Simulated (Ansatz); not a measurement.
# Ti4H3: the cost of one run

Program: Ansatz 0.2.0. Level of theory: DFT r2SCAN, scalar-relativistic, plane waves, PAW. These are calculated values, not measurements.

1 further run of the same task is left out (set aside as unsound or not needed).

**1. Starting point**

The structure is cubic, space group Pm-3m (No. 221). The conventional cell has a = 4.177 Å, b = 4.177 Å, c = 4.177 Å, α = 90.00°, β = 90.00°, γ = 90.00°. Ti (site symmetry 4/mmm) has 4 H at 2.09 Å as nearest neighbours. Ti (site symmetry m-3m) is surrounded by 6 H at 2.09 Å. Around H (site symmetry 4/mmm) lie 6 Ti at 2.09 Å.

Coordinates:

```xyz
7
Lattice="4.1767 0.0000 0.0000 0.0000 4.1767 0.0000 0.0000 0.0000 4.1767" Properties=species:S:1:pos:R:3 pbc="T T T"
Ti    0.0000    2.0883    2.0883
Ti    2.0883    0.0000    2.0883
Ti    2.0883    2.0883    0.0000
Ti    0.0000    0.0000    0.0000
H     2.0883    0.0000    0.0000
H     0.0000    2.0883    0.0000
H     0.0000    0.0000    2.0883
```

It is the end of an earlier relaxation with the same method, from a generated guess; it is a trial structure. At a tolerance of 0.05 Å it has space group Pm-3m (No. 221); it has 10.41 Å³/atom, an uncorrected energy of -0.26 eV/atom over the elements and, on its mesh, gap none (metal).

**2. Level of theory: r2SCAN**

Contents of input.yaml:

```yaml
crystal:
  lattice:
    - [4.1766548, 0.0, 0.0]
    - [0.0, 4.1766548, 0.0]
    - [0.0, 0.0, 4.1766548]
  atoms:
    - { symbol: Ti, position: [0.0, 0.5, 0.5] }
    - { symbol: Ti, position: [0.5, 0.0, 0.5] }
    - { symbol: Ti, position: [0.5, 0.5, 0.0] }
    - { symbol: Ti, position: [0.0, 0.0, 0.0] }
    - { symbol: H, position: [0.5, 0.0, 0.0] }
    - { symbol: H, position: [0.0, 0.5, 0.0] }
    - { symbol: H, position: [0.0, 0.0, 0.5] }
basis:
  ecutwfc: 500
kpoints:
  mp_grid: { grid: [10, 10, 10] }
  band_path:
    path:
      - [[0.0, 0.0, 0.0], [0.0, 0.5, 0.0], [0.5, 0.5, 0.0], [0.0, 0.0, 0.0], [0.5, 0.5, 0.5], [0.0, 0.5, 0.0]]
      - [[0.5, 0.5, 0.5], [0.5, 0.5, 0.0]]
    npoints: 14
hamiltonian:
  xc: r2scan
scf:
  occupations: { method: gaussian, width: 0.1 }
  n_extra_bands: 17
output:
  forces: true
  stress: true
  eigenvalues: true
  populations: true
  dos: { projected: true, de: 0.02, nscf_kmesh: { grid: [12, 12, 12] } }
  bader: true
  write_density: true
  write_potential: true
  elf: true
  volumetric_format: npy
```

Launch:

```console
$ ansatz run input.yaml --threads 4 --pin off --max-ram 8192MiB --backend cpu --events-out ev --progress --plain --runs-dir out
```

Q: Estimate wall time and peak memory on 4 threads of Arm Neoverse V2, shared host.

About 20 s, with a peak of 0.61 GiB.
